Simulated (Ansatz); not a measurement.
# TiSiB4: the cost of one run

Computed with Ansatz 0.2.0 (DFT PBEsol, scalar-relativistic, plane waves, PAW, unless a step's input says otherwise).

3 further runs of the same task are left out: 2 that didn't finish, 1 set aside as unsound or not needed.

### Step 1. The starting structure

The structure is hexagonal, space group P6/mmm (No. 191). Conventional cell: a = 2.985 Å, b = 2.985 Å, c = 6.793 Å, α = 90.00°, β = 90.00°, γ = 120.00°. Ti (site symmetry 6/mmm) is surrounded by 12 B at 2.37 Å. Around Si (site symmetry 6/mmm) lie 12 B at 2.47 Å. Around B (site symmetry 3m) lie 3 B at 1.72 Å and 3 Ti at 2.37 Å.

Structure file:

```
CELL_PARAMETERS angstrom
2.98469 0.00000 0.00000
-1.49234 2.58481 0.00000
0.00000 0.00000 6.79292
ATOMIC_POSITIONS crystal
Ti 0.00000 0.00000 0.00000
Si 0.00000 0.00000 0.50000
B 0.33333 0.66667 0.75962
B 0.33333 0.66667 0.24038
B 0.66667 0.33333 0.75962
B 0.66667 0.33333 0.24038
```

This is a trial structure built by rule; it need not be a known or stable form of this composition.

This cell was relaxed beforehand with the same method: volume 8.73 Å³/atom, gap on the mesh none (metal).

It is a trial structure (swap of Zr by Si in ZrTiB4), so another structure or a mixture of phases may lie lower.

### Step 2. Field gradients

Contents of input.yaml:

```yaml
crystal:
  lattice:
    - [2.9846856171, 0.0, 0.0]
    - [-1.4923428085, 2.5848135667, 0.0]
    - [0.0, 0.0, 6.79292002]
  atoms:
    - { symbol: Ti, position: [0.0, 0.0, 0.0] }
    - { symbol: Si, position: [0.0, 0.0, 0.5] }
    - { symbol: B, position: [0.3333333333, 0.6666666667, 0.7596180743] }
    - { symbol: B, position: [0.3333333333, 0.6666666667, 0.2403819257] }
    - { symbol: B, position: [0.6666666667, 0.3333333333, 0.7596180743] }
    - { symbol: B, position: [0.6666666667, 0.3333333333, 0.2403819257] }
basis:
  ecutwfc: 420
kpoints:
  mp_grid: { grid: [15, 15, 6] }
hamiltonian:
  xc: pbesol
scf:
  occupations: { method: fermi_dirac, width: 0.15 }
output:
  forces: true
  stress: true
  eigenvalues: true
  efg: {}
checkpoint:
  read: start.run
  write: ck
  compress: false
  write_wavefunctions: false
  write_every: 100000
```

The run is started by

```
$ ansatz run input.yaml --threads 1 --pin off --max-ram 1228MiB --backend cpu --events-out ev --progress --plain --runs-dir out
```

Q: Estimate wall time and peak memory on 1 thread of Arm Neoverse N1, shared host.

About 14 s, with a peak of 0.42 GiB.
